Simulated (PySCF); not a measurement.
# C2H5AlBN: the cost of one run

Computed with PySCF 2.14.0, with density-fitted response routines of our own, on a single molecule in the gas phase. Atoms count from 0, in the outputs and in this text.

### 1 Starting geometry

10 atoms, charge 0, multiplicity 1; geometry from: GFN2-xTB. The atoms were then displaced at random by about 0.01 Å, so the start is not that level's minimum.

Bonds of the start (Å): C0–C1 1.22, C1–B2 1.55, B2–N3 1.36, N3–Al4 1.82, C0–H5 1.06, B2–H6 1.17, N3–H7 1.03, Al4–H8 1.58, Al4–H9 1.53.

### 2 Optimising the geometry at PBE0-D3(BJ)/def2-SVP

Job settings and geometry (Å):

```
{"job": {"xc": "PBE0", "basis": "def2-SVP", "d3": "d3bj", "grid": 1, "shake": 0.01, "kind": "geom"}, "charge": 0, "multiplicity": 1}
C      1.817020     0.489950     0.248810
C      1.116090    -0.488320     0.080960
B     -0.078240    -1.450620    -0.141640
N     -1.201170    -0.688160    -0.206760
Al    -0.690730     1.049690     0.000800
H      2.575330     1.215280     0.391060
H      0.049080    -2.612580    -0.221560
H     -2.093830    -1.175170    -0.350040
H     -0.870240     1.708150     1.420940
H     -0.572880     1.930840    -1.243620
```

Started as:

```console
$ OMP_NUM_THREADS=1 python probes_run.py task.json out
```

One launch serves the whole session: the jobs run in the order shown.

**Question.** How long does this first job take on 1 thread of Arm Neoverse N1, shared host, and how much memory does it need?

About 46 s, with a peak of 0.41 GiB.
